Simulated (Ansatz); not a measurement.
A nudged elastic band was laid between two geometries of a periodic cell of 17 atoms, Si$_{16}$Ge (host Si, host structure diamond, interstitial Ge).

All numbers below come from DFT LDA, scalar-relativistic, plane waves, PAW in Ansatz 0.2.0. Settings: PAW set soft_1, cutoff 420 eV, k mesh 2x2x2, gaussian smearing 0.02 eV, no spin polarisation.

```yaml
movable_images: 5
climbing_image: yes
spring: 2.0 eV/Å²
optimiser: fire
start_path: IDPP
force_threshold: 0.05 eV/Å
iteration_limit: 57
end_points: relaxed
```

Initial state:

```xyz
17
Lattice="0.0000 5.4300 5.4300 5.4300 0.0000 5.4300 5.4300 5.4300 0.0000" Properties=species:S:1:pos:R:3
Si -0.053 0.004 -0.002
Si 1.313 1.383 1.411
Si 2.712 2.752 -0.002
Si 4.077 4.066 1.362
Si 2.712 0.004 2.774
Si 4.077 1.372 4.064
Si 5.427 2.719 2.713
Si 6.776 4.066 4.064
Si -0.003 2.719 2.713
Si 1.313 4.055 4.015
Si 2.712 5.434 2.652
Si 4.111 6.813 4.015
Si 2.712 2.686 5.428
Si 4.111 4.055 6.841
Si 5.476 5.434 5.428
Si 6.776 6.802 6.792
Ge 2.712 5.434 5.428
```

Final state:

```xyz
17
Lattice="0.0000 5.4300 5.4300 5.4300 0.0000 5.4300 5.4300 5.4300 0.0000" Properties=species:S:1:pos:R:3
Si 0.013 0.009 0.006
Si 1.360 1.359 1.356
Si 2.708 2.709 0.006
Si 4.075 4.074 1.301
Si 2.707 0.009 2.706
Si 4.075 1.305 4.072
Si 5.455 2.670 2.665
Si 6.824 4.074 4.071
Si 0.013 2.709 2.706
Si 1.326 4.074 4.071
Si 2.695 5.478 2.665
Si 4.075 6.843 4.071
Si 2.695 2.670 5.478
Si 4.075 4.074 6.842
Si 5.455 5.478 5.478
Si 6.790 6.789 6.786
Ge 4.075 4.074 4.071
```

(1) Which bonds break or form, and what moves?

(2) What energy profile does the band end with?

(3) What is the geometry of the highest image?

## Answers

(1) Contacts lost: Si2–Ge17. Contacts made: Si7–Ge17. The atom that moves furthest is Ge17, by 2.36 Å; four of its nearest neighbours are Si2 2.42, Si12 2.42, Si10 2.42, Si14 2.42 Å at the first end and Si15 2.42, Si7 2.42, Si11 2.42, Si13 2.42 Å at the last.

(2) The run converged. The highest image is number 3 of 0 to 6, 0.36 eV above the ends, which have the same energy within 2 meV. By the program's own check the climbing image is of a kind that is not told: the force calls were inconclusive, a negative curvature could not be distinguished from the path's own, the only one lies far off the path, or fixed occupations may fill a level only in part (lowest curvatures found: 0.09 and 0.65 eV/Å²). Limits of this set-up: coarse k mesh, PAW files made for another functional, a small cell, in which the defect meets its images.

```csv
image,path coordinate (Å),energy (eV),Si2–Ge17 (Å),Si7–Ge17 (Å)
0,0.00,0.00,2.42,4.70
1,0.54,0.11,2.47,4.26
2,1.11,0.33,2.64,3.76
3,1.67,0.36,3.20,3.17
4,2.22,0.33,3.78,2.62
5,2.78,0.11,4.25,2.47
6,3.32,0.00,4.70,2.42
```

(3) 
```xyz
17
Lattice="0.0000 5.4300 5.4300 5.4300 0.0000 5.4300 5.4300 5.4300 0.0000" Properties=species:S:1:pos:R:3
Si -0.014 -0.058 -0.064
Si 1.550 1.169 1.160
Si 2.777 2.733 -0.064
Si 4.017 4.132 1.338
Si 2.771 -0.052 2.728
Si 4.008 1.345 4.136
Si 5.232 2.914 2.915
Si 6.805 4.137 4.132
Si 0.191 2.524 2.524
Si 1.238 3.987 3.966
Si 2.613 5.526 2.574
Si 4.159 6.906 3.968
Si 2.623 2.601 5.533
Si 4.169 3.980 6.920
Si 5.555 5.518 5.537
Si 6.591 6.987 6.980
Ge 3.402 4.750 4.742
```

Time of the run: 20 min on 1 thread of Intel(R) Xeon(R) Platinum 8259CL CPU @ 2.50GHz (Skylake/Cascade Lake), on a shared host, peak memory 0.92 GiB.
